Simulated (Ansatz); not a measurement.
Run this with Ansatz's Python interface and show what comes out.

Contents of `cl2h2inn.xyz`:
```text
6

N    -0.42730    0.88140   -0.56060
In    0.45200   -0.78780   -0.03240
Cl   -0.44200   -1.68210   -1.65190
Cl    1.05500   -0.79470    2.25810
H     0.47000    1.29250   -0.34370
H    -1.06550    1.02670    0.28420
```

The script, `methods_cl2h2inn.py`:
```python
# -*- coding: utf-8 -*-
"""One geometry of Cl2H2InN, method by method."""

from dataclasses import dataclass
from pathlib import Path

import ansatz as az
import numpy as np


@dataclass(frozen=True)
class Options:
    basis_set: str = "def2-SVP"


settings = Options()

system = az.Crystal.molecule_from_extxyz("cl2h2inn.xyz")

calc = system.calculation().basis(gaussian=settings.basis_set)

print("functional    E (Ha)        dipole (D)   HOMO (eV)  LUMO (eV)")
for name in ["blyp", "cam_b3lyp", "pbe", "r2scan0", "lc_wpbe", "revpbe"]:
    summary = calc.functional(name).forces().orbitals().run(runs_dir="runs").report
    lines = Path(summary["orbitals_path"]).read_text().splitlines()
    field_of = lambda key: [line.split("=")[1].strip() for line in lines if line.startswith(key)]
    orbitals = [(27.211386 * float(e), s, float(n)) for e, s, n in zip(field_of("Ene="), field_of("Spin="), field_of("Occup="))]
    homo = max(e for e, _, n in orbitals if n > 0.5)
    lumo = min(e for e, _, n in orbitals if n < 0.5)
    dipole = 4.803205 * np.linalg.norm(summary["charge_distribution"]["dipole_moment_e_ang"])
    print(f"{name:10s} {summary['free_energy_ev'] / 27.211386246:14.6f} {dipole:9.3f} {homo:11.3f} {lumo:10.3f}")
```

```console
$ python methods_cl2h2inn.py
functional    E (Ha)        dipole (D)   HOMO (eV)  LUMO (eV)
blyp         -1166.070109     1.321      -5.987     -3.481
cam_b3lyp    -1166.126054     1.758      -8.750     -1.914
pbe          -1165.709329     1.356      -6.205     -3.590
r2scan0      -1166.090856     1.796      -7.698     -2.814
lc_wpbe      -1165.895354     1.935     -10.179     -0.764
revpbe       -1166.011352     1.387      -6.157     -3.503
```

Reading the output:
- These settings explore the input space; basis and method may be short of convergence.
- The geometry is a force-field or estimated start, not a minimum of this method, and the basis set is short of its limit. A lower total doesn't mark the better method: functionals have no common bound, and MP2 and coupled cluster aren't variational.
- def2 sets replace the cores of elements past krypton by effective core potentials.
- Levels such as HOMO and LUMO are orbital energies: with these approximate functionals they aren't the ionisation energy and electron affinity, and their gap isn't the fundamental gap.
- Timing: 26 s on 1 thread of Arm Neoverse V1, with other jobs on the host, peak memory 0.28 GiB.
